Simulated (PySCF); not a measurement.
# CuH3O3 (Cu(OH)3): the cost of one run

Computed with PySCF 2.14.0 and routines of our own; the level stands in each step. Atoms count from 0.

## Step 1: The starting structure

7 atoms, charge 0, states of the metal's open shell are computed; geometry from: model geometry, bond lengths from ionic radii.

## Step 2: Ligand-field states: state-averaged CASSCF

What the job is given:

```
{"job": {"kind": "lf", "basis": {"metal": "x2c-TZVPall", "ligand": "x2c-SVPall"}, "nevpt": true}, "charge": 0, "metal": "Cu", "open_shell": "d8"}
Cu     0.000000     0.000000     0.000000
O      1.690000     0.000000     0.000000
H      2.230000     0.800000     0.000000
O     -0.845000     1.463583     0.000000
H     -1.807820     1.531237     0.000000
O     -0.845000    -1.463583     0.000000
H     -0.422180    -2.331237     0.000000
```

Method: state-averaged CASSCF of the metal d shell, SC-NEVPT2 on the averaged canonical orbitals, state-interaction spin-orbit coupling.

Run with:

```sh
> OMP_NUM_THREADS=1 python lf_run.py task.json out
```

The driver reads the jobs from task.json and runs them one after another.

**Question.** How long does this first job take on 1 thread of Arm Neoverse V1, shared host, and how much memory does it need?

About 4.5 s, with a peak of 0.26 GiB.
